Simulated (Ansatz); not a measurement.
# C4H3F7: ionisation energy by level of theory

One table from this session's results is given with a row withheld; the runs are named, their logs left out.

The runs use Ansatz 0.2.0, Gaussian basis; unrestricted cation, the program's frozen cores in correlated methods.

Plan: UKS PBE-D4/def2-TZVPP; UKS r2SCAN-D4/def2-TZVPP; UKS PBE0-D4/def2-TZVPP; UKS B3LYP-D4/def2-TZVPP; UKS wB97X-V/def2-TZVPP; UKS wB97M-V/def2-TZVPP; UKS B2PLYP/def2-TZVPP; UHF-CCSD(T)/def2-TZVPP; UHF-MP2/def2-QZVPP; extrapolation to the limit; then −ε(HOMO) from the neutral's earlier runs with LDA (SPW92), PBE-D4, revPBE-D4, BLYP-D4, r2SCAN-D4, B97M-V, PBE0-D4, B3LYP-D4, r2SCANh-D4, r2SCAN0-D4, HSE06-D4, BHLYP-D4, CAM-B3LYP-D4, LC-ωPBE, ωB97X-V, ωB97M-V.

### The geometry

The geometry comes from an earlier relaxation with PBE0-D4 in a triple-zeta def2 set; it is a stationary point, not always the lowest conformer.

SMILES `FC(F)[C@H](F)[C@@H](F)C(F)(F)F`, 14 atoms, charge 0, spin multiplicity 1.

Atoms are counted from 1 here; the program's logs count them from 0.

Bond lengths: F1–C2 1.347 Å, C2–F3 1.356 Å, C2–C4 1.521 Å, C2–H12 1.093 Å, C4–F5 1.368 Å, C4–C6 1.514 Å, C4–H13 1.095 Å, C6–F7 1.369 Å, C6–C8 1.527 Å, C6–H14 1.095 Å, C8–F9 1.333 Å, C8–F10 1.339 Å, C8–F11 1.325 Å. Angles: F1–C2–F3 108.0°, F1–C2–C4 109.1°, F1–C2–H12 108.9°, F3–C2–C4 108.7°, F3–C2–H12 109.2°, C4–C2–H12 112.8°, C2–C4–F5 107.5°, C2–C4–C6 111.2°, C2–C4–H13 108.4°, F5–C4–C6 111.0°, F5–C4–H13 109.2°, C6–C4–H13 109.5°, C4–C6–F7 110.3°, C4–C6–C8 113.8°, C4–C6–H14 108.6°, F7–C6–C8 108.2°, F7–C6–H14 109.0°, C8–C6–H14 106.8° and more.

The first run:

in.yaml reads:

```yaml
crystal:
  periodic: [false, false, false]
  atoms:
    - {symbol: F, position_ang: [0.414736, 1.400960, -2.618389]}
    - {symbol: C, position_ang: [-0.275571, 1.231041, -1.474530]}
    - {symbol: F, position_ang: [-0.153410, 2.362929, -0.738317]}
    - {symbol: C, position_ang: [0.331377, 0.074202, -0.695182]}
    - {symbol: F, position_ang: [0.168033, -1.058839, -1.444763]}
    - {symbol: C, position_ang: [-0.322007, -0.074552, 0.662248]}
    - {symbol: F, position_ang: [-1.666553, -0.289456, 0.522310]}
    - {symbol: C, position_ang: [0.257673, -1.208710, 1.504892]}
    - {symbol: F, position_ang: [-0.272525, -1.183637, 2.727420]}
    - {symbol: F, position_ang: [1.580024, -1.038466, 1.624659]}
    - {symbol: F, position_ang: [0.032898, -2.406309, 0.985220]}
    - {symbol: H, position_ang: [-1.329644, 1.072634, -1.716969]}
    - {symbol: H, position_ang: [1.401461, 0.268204, -0.565697]}
    - {symbol: H, position_ang: [-0.166481, 0.849999, 1.227108]}
basis:
  gaussian: {orbitals: def2-TZVPP}
total_charge: 1
magnetization: {spin_polarized: true, initial_magnetization: 1}
hamiltonian: {xc: pbe, dispersion: d4}
```

Launch:

```
$ ansatz run in.yaml --threads 5 --pin off --events-out ev --progress --plain --max-ram 66560MiB --backend cuda --devices 0, --max-vram 37GiB
```

Among the steps run: Cation, UKS PBE-D4/def2-TZVPP; Cation, UKS r2SCAN-D4/def2-TZVPP; Cation, UKS PBE0-D4/def2-TZVPP; Cation, UKS B3LYP-D4/def2-TZVPP; Cation, UKS wB97X-V/def2-TZVPP; Cation, UKS wB97M-V/def2-TZVPP; Cation, UKS B2PLYP (frozen core)/def2-TZVPP; Cation, UHF-CCSD(T)/def2-TZVPP; Cation, UHF-MP2/def2-QZVPP.

One table of the session follows, with a row left open; its other results are not shown here.

It belongs to the step «Ionisation energies side by side». Orbital estimates, from the neutral's runs:

```
  functional  −ε(HOMO) (eV)
 LDA (SPW92)           8.44
      PBE-D4           8.22
   revPBE-D4           8.12
     BLYP-D4           8.20
   r2SCAN-D4           8.63
      B97M-V           8.81
     PBE0-D4          10.03
    B3LYP-D4           9.83
  r2SCANh-D4              ?
  r2SCAN0-D4          10.31
    HSE06-D4           9.61
    BHLYP-D4          11.84
CAM-B3LYP-D4          11.59
     LC-ωPBE          12.82
     ωB97X-V          12.51
     ωB97M-V          12.42
```

Estimate the missing values for r2SCANh-D4.

Worked estimate for «−ε(HOMO) (eV)». Against the share of exact exchange, r2SCAN-D4 (0, 8.63), r2SCAN0-D4 (0.25, 10.31) give a slope of 6.72 per unit share; at 0.1 the line stands at 9.30.

**Answer.** −ε(HOMO) (eV): 9.30. In «−ε(HOMO) (eV)» the line misses by 0.00.

Caveats from the session: The cation may have settled in a state other than its lowest; no search over hole states beyond the program's own was made.
